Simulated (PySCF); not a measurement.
# ClF3Ti: the cost of one run

Program: PySCF 2.14.0. Level of theory: levels as typed in each script, gas phase, geometry from GFN2-xTB. These are calculated values, not measurements.

**1. Starting geometry**

SMILES `F[Ti](F)(F)Cl`, 5 atoms, charge 0, spin multiplicity 1.

Bond lengths: F1–Ti2 1.693 Å, Ti2–F3 1.693 Å, Ti2–F4 1.693 Å, Ti2–Cl5 2.108 Å. Angles: F1–Ti2–F3 113.5°, F1–Ti2–F4 113.4°, F1–Ti2–Cl5 105.1°, F3–Ti2–F4 113.4°, F3–Ti2–Cl5 105.1°, F4–Ti2–Cl5 105.1°.

As a file:

```
F     0.8042    1.2505    1.0518
Ti    0.3624   -0.0001    0.0002
F     0.8035   -1.5366    0.5567
F     0.8039    0.2859   -1.6089
Cl   -1.7457    0.0002    0.0000
```

**2. Density, bond paths and surface potential (wB97X/def2-tzvp)**

File input.py:

```python
import numpy as np
from pyscf import gto, scf, dft
from pyscf.scf import atom_ks, atom_hf
from scipy.linalg import block_diag

def solve(mol, dm0=None, hcore=None):
    mf = (dft.UKS if mol.spin else dft.RKS)(mol, xc='wb97x')
    mf.grids.level = 3
    mf = mf.density_fit(auxbasis='def2-universal-jkfit')
    mf.conv_tol, mf.max_cycle = 1e-8, 80
    if hcore is not None:
        mf.get_hcore = lambda *args: hcore
    mf.kernel(dm0)
    if not mf.converged:
        mf = mf.newton().run(mf.mo_coeff, mf.mo_occ, max_cycle=30)
    assert mf.converged, 'SCF not converged'
    return mf

mol = gto.M(atom='''
F      0.80424     1.25053     1.05178
Ti     0.36239    -0.00010     0.00021
F      0.80353    -1.53659     0.55666
F      0.80388     0.28586    -1.60894
Cl    -1.74573     0.00023    -0.00001
''', basis='def2-tzvp', charge=0, spin=0, verbose=4)
mf = solve(mol)
mf.analyze()
# spherically averaged free atoms, for the promolecule
atm = atom_ks.get_atm_nrks(mol, xc='wb97x')
pro = block_diag(*[(atm[a[0]][2] * atm[a[0]][3]) @ atm[a[0]][2].T for a in mol._atom])
np.savez('result.npz', e=mf.e_tot, c=mf.mo_coeff, occ=mf.mo_occ, eps=mf.mo_energy, pro=pro, dip=mf.dip_moment(verbose=0), s2=mf.spin_square()[0])
```

Started as:

```
$ OMP_NUM_THREADS=1 python input.py
```

Q: Estimate wall time and peak memory on 1 thread of Arm Neoverse V2, shared host.

About 24 s, with a peak of 0.67 GiB.
